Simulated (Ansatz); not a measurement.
# HfN: the cost of one run

Method: DFT PBE, scalar-relativistic, plane waves, PAW, in Ansatz 0.2.0.

1 further run of the same task is left out (set aside as unsound or not needed).

### Step 1. The system as given

Symmetry: Fm-3m, No. 225, cubic system. The conventional cell has a = 4.548 Å, b = 4.548 Å, c = 4.548 Å, α = 90.00°, β = 90.00°, γ = 90.00°. Around Hf (site symmetry m-3m) lie 6 N at 2.27 Å. Around N (site symmetry m-3m) lie 6 Hf at 2.27 Å.

Structure file:

```cif
data_structure
_symmetry_space_group_name_H-M 'P 1'
_symmetry_Int_Tables_number 1
_cell_length_a 3.2158
_cell_length_b 3.2158
_cell_length_c 3.2158
_cell_angle_alpha 60.000
_cell_angle_beta 60.000
_cell_angle_gamma 60.000
_cell_volume 23.51
loop_
_atom_site_label
_atom_site_type_symbol
_atom_site_fract_x
_atom_site_fract_y
_atom_site_fract_z
_atom_site_occupancy
Hf1 Hf 0.00000 0.00000 0.00000 1
N1 N 0.50000 0.50000 0.50000 1
```

It is the result of an earlier relaxation at this level (volume 11.76 Å³/atom; gap on the mesh: none (metal)).

### Step 2. The bulk in the cell of the plane

input.yaml reads:

```yaml
crystal:
  lattice:
    - [3.2157753968, 0.0, 0.0]
    - [-1.6078876984, 2.7849431865, 0.0]
    - [1.6078876984, 0.9283143955, 2.6256696165]
  atoms:
    - { symbol: Hf, position: [0.0, 0.0, 0.0] }
    - { symbol: "N", position: [0.0, 0.5, 0.5] }
basis:
  ecutwfc: 420
kpoints:
  mp_grid: { grid: [12, 12, 13] }
hamiltonian:
  xc: pbe
scf:
  occupations: { method: gaussian, width: 0.1 }
output:
  forces: true
  stress: true
  eigenvalues: true
```

Command:

```
$ ansatz run input.yaml --threads 1 --pin off --max-ram 2560MiB --backend cpu --events-out ev --progress --plain --runs-dir out
```

What time and memory should one allow on 1 thread of AMD EPYC 9R45 (Zen 5), shared host?

About 5 s, with a peak of 0.55 GiB.
